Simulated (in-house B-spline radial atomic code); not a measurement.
# Ta¹⁴⁺: binding energies from hole states

How tightly is each shell of Ta¹⁴⁺ bound, and how much do the other electrons relax when one leaves?

Method: Dirac-Hartree-Fock, average of configuration, Fermi nucleus, basis-set limit. Code: in-house B-spline radial atomic code version 1.

## 1. What is computed

| Property | Result |
| --- | --- |
| element | tantalum (Z = 73) |
| charge | +14 |
| electrons | 59 |
| configuration | [Kr] 4d10 4f11 5s2 |
| Hamiltonian | Dirac-Coulomb |
| nucleus | Fermi, rms radius 5.351 fm |

The outer shells:

[Kr] 4d10 4f11 5s2
```
[Kr] core
4d [↑↓][↑↓][↑↓][↑↓][↑↓]
4f [↑↓][↑↓][↑↓][↑↓][↑ ][↑ ][↑ ]
5s [↑↓]
```

The boxes draw the filling by Hund's rule, which heavy ions in jj coupling don't follow; these runs average over all states of the configuration.

Settings, as recorded:

```ini
Z = 73
electrons = 59.0
configuration = [Kr] 4d10 4f11 5s2
hamiltonian = dirac
method = hf
spin_polarised = False
nucleus = fermi
rms_radius = 5.3507
mass_number = 181
atomic_mass = 180.947998528
speed_of_light = 137.035999084
```

From the earlier run of the reference: total energy -15551.397456 hartree. Levels, eight at most:

```tsv
orbital	occupation	energy (eV)	<r> (bohr)
4s1/2	2	-887.30	0.4553
4p1/2	2	-785.00	0.4613
4p3/2	4	-718.79	0.4907
4d3/2	4	-550.97	0.5037
4d5/2	6	-538.42	0.5138
4f5/2	4.71429	-329.28	0.5456
5s1/2	2	-328.09	0.9702
4f7/2	6.28571	-326.91	0.5511
```

## 2. The 1s hole

Settings, as recorded:

```ini
Z = 73
electrons = 58.0
configuration = 1s1 2s2 2p6 3s2 3p6 3d10 4s2 4p6 4d10 4f11 5s2
hamiltonian = dirac
method = hf
spin_polarised = False
nucleus = fermi
rms_radius = 5.3507
mass_number = 181
atomic_mass = 180.947998528
speed_of_light = 137.035999084
```

## 3. The 2s hole

Changes to the settings of step 2:

```diff
@@ -2,3 +2,3 @@
 electrons = 58.0
-configuration = 1s1 2s2 2p6 3s2 3p6 3d10 4s2 4p6 4d10 4f11 5s2
+configuration = 1s2 2s1 2p6 3s2 3p6 3d10 4s2 4p6 4d10 4f11 5s2
 hamiltonian = dirac
```

## 4. The 2p1/2 hole

In configurations, a minus sign after the shell means j = l − 1/2 and a plus sign j = l + 1/2; the count of electrons follows.

Changes to the settings of step 3:

```diff
@@ -2,3 +2,3 @@
 electrons = 58.0
-configuration = 1s2 2s1 2p6 3s2 3p6 3d10 4s2 4p6 4d10 4f11 5s2
+configuration = 1s2 2s2 2p-1 2p+4 3s2 3p6 3d10 4s2 4p6 4d10 4f11 5s2
 hamiltonian = dirac
```

## 5. The 2p3/2 hole

Changes to the settings of step 4:

```diff
@@ -2,3 +2,3 @@
 electrons = 58.0
-configuration = 1s2 2s2 2p-1 2p+4 3s2 3p6 3d10 4s2 4p6 4d10 4f11 5s2
+configuration = 1s2 2s2 2p-2 2p+3 3s2 3p6 3d10 4s2 4p6 4d10 4f11 5s2
 hamiltonian = dirac
```

## 6. The 3s hole

Changes to the settings of step 5:

```diff
@@ -2,3 +2,3 @@
 electrons = 58.0
-configuration = 1s2 2s2 2p-2 2p+3 3s2 3p6 3d10 4s2 4p6 4d10 4f11 5s2
+configuration = 1s2 2s2 2p6 3s1 3p6 3d10 4s2 4p6 4d10 4f11 5s2
 hamiltonian = dirac
```

## 7. The 3p1/2 hole

Changes to the settings of step 6:

```diff
@@ -2,3 +2,3 @@
 electrons = 58.0
-configuration = 1s2 2s2 2p6 3s1 3p6 3d10 4s2 4p6 4d10 4f11 5s2
+configuration = 1s2 2s2 2p6 3s2 3p-1 3p+4 3d10 4s2 4p6 4d10 4f11 5s2
 hamiltonian = dirac
```

## 8. The 3p3/2 hole

Changes to the settings of step 7:

```diff
@@ -2,3 +2,3 @@
 electrons = 58.0
-configuration = 1s2 2s2 2p6 3s2 3p-1 3p+4 3d10 4s2 4p6 4d10 4f11 5s2
+configuration = 1s2 2s2 2p6 3s2 3p-2 3p+3 3d10 4s2 4p6 4d10 4f11 5s2
 hamiltonian = dirac
```

## 9. The 3d3/2 hole

Changes to the settings of step 8:

```diff
@@ -2,3 +2,3 @@
 electrons = 58.0
-configuration = 1s2 2s2 2p6 3s2 3p-2 3p+3 3d10 4s2 4p6 4d10 4f11 5s2
+configuration = 1s2 2s2 2p6 3s2 3p6 3d-3 3d+6 4s2 4p6 4d10 4f11 5s2
 hamiltonian = dirac
```

Q: What does each hole state cost in eV, and how does that compare with the orbital energies or single holes?

The runs gave:

| hole | ΔSCF (eV) | with Breit, QED, recoil (eV) | −ε of the parent (eV) | −ε less ΔSCF (eV) |
| --- | --- | --- | --- | --- |
| 1s | 68066.2 | 67732.5 | 68144.4 | 78.14 |
| 2s | 12049.4 | 12008.3 | 12092.5 | 43.16 |
| 2p1/2 | 11497.1 | 11456.9 | 11544.7 | 47.59 |
| 2p3/2 | 10227.1 | 10201.0 | 10271.8 | 44.62 |
| 3s | 3041.80 | 3033.53 | 3062.58 | 20.78 |
| 3p1/2 | 2798.03 | 2790.39 | 2819.80 | 21.77 |
| 3p3/2 | 2521.02 | 2516.34 | 2541.29 | 20.27 |
| 3d3/2 | 2115.19 | 2112.20 | 2138.02 | 22.83 |

What this shows: Every ΔSCF value lies below −ε, since the other electrons relax into the hole: by 78.1 eV for 1s and 22.83 eV for 3d3/2. The difference of the 1s and 2p3/2 holes gives a Kα1 line at 57531.6 eV for this charge state (with Breit, QED and recoil). The spin-orbit splitting of the 2p hole is 1255.95 eV with those corrections. Values are for the free ion, measured from the vacuum level.
